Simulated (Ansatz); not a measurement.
**C3H9BClNSi: up Jacob's ladder to CCSD(T)**

One table from this session's results is given with a row withheld; the runs are named, their logs left out.

Computed with Ansatz 0.2.0, Gaussian basis. Level: functionals in def2-TZVPP, the program's frozen cores in correlated methods.

Levels to be run: LDA (SPW92), PBE-D4, revPBE-D4, BLYP-D4, r2SCAN-D4, B97M-V, PBE0-D4, B3LYP-D4, r2SCANh-D4, r2SCAN0-D4, HSE06-D4, BHLYP-D4, CAM-B3LYP-D4, LC-ωPBE, ωB97X-V, ωB97M-V, B2PLYP, PBE-QIDH; CCSD(T)/def2-SVP; MP2/def2-TZVPP; MP2/def2-QZVPP; RPA on PBE.

**The relaxed structure**

The geometry comes from an earlier relaxation with PBE0-D4 in a triple-zeta def2 set; it is a stationary point, not always the lowest conformer.

SMILES `BN(CC=C)[SiH2]Cl`, 16 atoms, charge 0, spin multiplicity 1.

Atoms are counted from 1 here; the program's logs count them from 0.

Bond lengths: B1–N2 1.403 Å, B1–H8 1.197 Å, B1–H9 1.196 Å, N2–C3 1.460 Å, N2–Si6 1.736 Å, C3–C4 1.496 Å, C3–H10 1.098 Å, C3–H11 1.096 Å, C4–C5 1.323 Å, C4–H12 1.088 Å, C5–H13 1.084 Å, C5–H14 1.083 Å, Si6–Cl7 2.055 Å, Si6–H15 1.474 Å, Si6–H16 1.481 Å. Angles: N2–B1–H8 119.2°, N2–B1–H9 119.1°, H8–B1–H9 121.7°, B1–N2–C3 120.4°, B1–N2–Si6 120.9°, C3–N2–Si6 118.6°, N2–C3–C4 115.0°, N2–C3–H10 109.6°, N2–C3–H11 108.7°, C4–C3–H10 108.8°, C4–C3–H11 108.7°, H10–C3–H11 105.7°, C3–C4–C5 126.5°, C3–C4–H12 114.0°, C5–C4–H12 119.5°, C4–C5–H13 122.0°, C4–C5–H14 120.9°, H13–C5–H14 117.1° and more.

The first run:

The input, in.yaml:

```yaml
crystal:
  periodic: [false, false, false]
  atoms:
    - {symbol: B, position_ang: [-1.385876, -0.487622, 1.186089]}
    - {symbol: N, position_ang: [-0.362489, -0.680694, 0.246608]}
    - {symbol: C, position_ang: [1.009259, -0.287076, 0.556711]}
    - {symbol: C, position_ang: [1.320004, 1.157539, 0.321971]}
    - {symbol: C, position_ang: [0.471240, 2.089244, -0.080107]}
    - {symbol: Si, position_ang: [-0.686850, -1.429421, -1.285449]}
    - {symbol: Cl, position_ang: [-0.601230, -0.096407, -2.846718]}
    - {symbol: H, position_ang: [-1.112203, -0.044435, 2.264335]}
    - {symbol: H, position_ang: [-2.507962, -0.783123, 0.894381]}
    - {symbol: H, position_ang: [1.709412, -0.898335, -0.027654]}
    - {symbol: H, position_ang: [1.213281, -0.524091, 1.606959]}
    - {symbol: H, position_ang: [2.354488, 1.426265, 0.524735]}
    - {symbol: H, position_ang: [-0.565507, 1.864150, -0.300751]}
    - {symbol: H, position_ang: [0.792388, 3.115173, -0.211783]}
    - {symbol: H, position_ang: [-2.040648, -2.011288, -1.254190]}
    - {symbol: H, position_ang: [0.369892, -2.432579, -1.550937]}
basis:
  gaussian: {orbitals: def2-TZVPP}
hamiltonian: {xc: lda}
output: {orbitals: {seedname: orbitals}}
```

Run with:

```bash
$ ansatz run in.yaml --threads 8 --pin off --events-out ev --progress --plain --max-ram 18278MiB
```

Among the steps run: LDA; PBE-D4 (GGA); revPBE-D4 (GGA); BLYP-D4 (GGA); r2SCAN-D4 (meta-GGA); B97M-V (meta-GGA); B3LYP-D4 (hybrid); r2SCANh-D4 (hybrid); r2SCAN0-D4 (hybrid); HSE06-D4 (hybrid); BHLYP-D4 (hybrid); CAM-B3LYP-D4 (range-separated); LC-ωPBE (range-separated); ωB97X-V (range-separated); ωB97M-V (range-separated); B2PLYP (double hybrid); PBE-QIDH (double hybrid).

One table of the session follows, with a row left open; its other results are not shown here.

It belongs to the step «Orbital energies across the functionals». 

| functional | HOMO (eV) | gap (eV) |
| --- | --- | --- |
| LDA (SPW92) | -6.68 | 4.92 |
| PBE-D4 | -6.51 | 5.03 |
| revPBE-D4 | -6.45 | 5.07 |
| BLYP-D4 | -6.35 | 5.02 |
| r2SCAN-D4 | -6.71 | 5.56 |
| B97M-V | -6.74 | 5.47 |
| PBE0-D4 | -7.63 | 7.10 |
| B3LYP-D4 | -7.41 | 6.66 |
| r2SCANh-D4 | -7.13 | 6.32 |
| r2SCAN0-D4 | -7.77 | 7.44 |
| HSE06-D4 | -7.23 | 6.32 |
| BHLYP-D4 | -8.59 | 9.04 |
| CAM-B3LYP-D4 | -8.96 | 9.49 |
| LC-ωPBE | -10.37 | 12.07 |
| ωB97X-V | -9.98 | 11.55 |
| ωB97M-V | ? | ? |

Q: Estimate the row for ωB97M-V from the others.

As computed: HOMO (eV): -9.89; gap (eV): 11.19. In the column «HOMO (eV)» it lies between ωB97X-V (-9.98) and CAM-B3LYP-D4 (-8.96).
